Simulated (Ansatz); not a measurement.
I need a relaxed scan of one distance of CH3Se, SMILES C[Se]. Use Ansatz's Python interface. Settings (for the species named): PBE, def2-SVP basis, multiplicity 2.

```yaml
atoms:
  - { symbol: C, position_ang: [-0.1199, -0.1077, 0.0775] }
  - { symbol: Se, position_ang: [1.1888, 1.0638, -0.7660] }
  - { symbol: H, position_ang: [0.1858, -1.1400, -0.0678] }
  - { symbol: H, position_ang: [-0.1654, 0.1223, 1.1385] }
  - { symbol: H, position_ang: [-1.0894, 0.0616, -0.3822] }
```

The script, `relaxed_scan_ch3se.py`:
```python
"""Relaxed scan of one distance in CH3Se."""

import ansatz
import numpy as np

BASIS = "def2-SVP"
FUNCTIONAL = "pbe"

GEOMETRY = """
C    -0.11987   -0.10767    0.07753
Se    1.18881    1.06378   -0.76596
H     0.18584   -1.13997   -0.06782
H    -0.16537    0.12227    1.13847
H    -1.08940    0.06159   -0.38223
"""

molecule = ansatz.Crystal.molecule()
for line in GEOMETRY.strip().splitlines():
    symbol, *xyz = line.split()
    molecule = molecule.atom(symbol, [float(v) for v in xyz])

base = (
    molecule.calculation()
    .basis(gaussian=BASIS)
    .functional(FUNCTIONAL)
    .spin("collinear", total=1)
    .scf(lower_state_search="off")
)
symbols = [site.symbol for site in molecule.cartesian_sites]
pairs = [(0, 1), (0, 2), (0, 3), (0, 4)]
print("held (A)   E (eV)        ", "  ".join(f"{symbols[i]}{i}-{symbols[j]}{j}" for i, j in pairs))
for length in [1.0, 1.09, 1.17, 1.3, 1.47]:
    data = base.relax(constraints=[ansatz.DistanceConstraint((0, 2), at=length)], force_tolerance=0.02, max_steps=60).run(threads=1).report
    xyz = np.array(data["positions_ang"])
    print(f"{length:6.2f} {data['free_energy_ev']:14.5f}  ", "  ".join(f"{np.linalg.norm(xyz[i] - xyz[j]):.3f}" for i, j in pairs))
```

Running `python relaxed_scan_ch3se.py` prints:
```text
held (A)   E (eV)         C0-Se1  C0-H2  C0-H3  C0-H4
DeckWarning: relax.constraints: the input's atoms, or those drawn, lie off the distances that are held; a relaxation that starts there is brought onto them ahead of its first SCF, by positions alone, an atom by 4.32e-2 Å at the most. With the symmetry detection on, the symmetry is detected on the input's atoms as so brought (as typed, where only the drawn atoms reach the distances), and notices that speak of the structure as typed mean those atoms
  1.00   -66414.15221   1.952  1.000  1.109  1.109
  1.09   -66414.36845   1.949  1.090  1.107  1.107
  1.17   -66414.32829   1.943  1.170  1.107  1.107
  1.30   -66413.99083   1.933  1.300  1.106  1.106
  1.47   -66413.34212   1.917  1.470  1.106  1.106
```
(Warnings from the package without file and line, repeats left out.)

These settings explore the input space; basis and method may be short of convergence. The energies are electronic: no zero-point or thermal terms, and the basis set is short of its limit. The species is open-shell (spin multiplicity 2). The whole script took 31 s on 1 thread of Arm Neoverse V2, on a shared host, peak memory 0.2 GiB.

(Lines on the test bed's own set-up are left out of the output.)
